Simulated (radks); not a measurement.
# Taking charge from the 5s level of Dy in fractions

One table from this session's results is given with a row withheld; the runs are named, their logs left out.

Program: radks (a radial shooting solver on a logarithmic mesh, Libxc functionals) version 1. Level of theory: Dirac Kohn-Sham, PBEsol, spin-unpolarised, spherical densities, finite nucleus; open shells fill j = l - 1/2 first. These are calculated values, not measurements, unless marked.

**The atom as given**

| Property | Result |
| --- | --- |
| element | dysprosium (Z = 66) |
| charge | 0 |
| electrons | 66 |
| configuration | [Xe] 4f10 6s2 |
| nuclear rms radius | 5.2218 fm |

The first run:

The run's settings:

```text
Z 66
configuration [Xe] 4f10 6s2
relativity Dirac
functional pbe_sol,pbe_sol
spin unpolarised
j_filling energy
nucleus finite rms 5.2218 fm
c 137.035999084
```

Steps of the session up to this table: Start: [Xe] 4f10 6s2.

One table of the session follows, with a row left open; its other results are not shown here.

It belongs to the step «Start: [Xe] 4f10 6s2». Sizes of the orbitals, from the radial functions (bohr):

| level | <r> | outermost maximum (interpolated) | 90 % within | nodes |
| --- | --- | --- | --- | --- |
| 4d3/2 | 0.6038 | 0.530 | 0.909 | 1 |
| 4d5/2 | 0.6147 | 0.539 | 0.925 | 1 |
| 5s1/2 | 1.302 | 1.16 | 1.88 | 4 |
| 5p1/2 | 1.473 | 1.27 | 2.17 | 3 |
| 5p3/2 | 1.582 | 1.35 | 2.34 | 3 |
| 6s1/2 | 4.098 | 3.46 | 6.08 | 5 |
| 4f5/2 | ? | ? | ? | ? |
| 4f7/2 | 0.8957 | 0.542 | 1.58 | 0 |

Estimate the missing values for 4f5/2.

As computed: <r>: 0.8722; outermost maximum (interpolated): 0.536; 90 % within: 1.53; nodes: 0. In the column «<r>» it lies between 4d5/2 (0.6147) and 4f7/2 (0.8957).
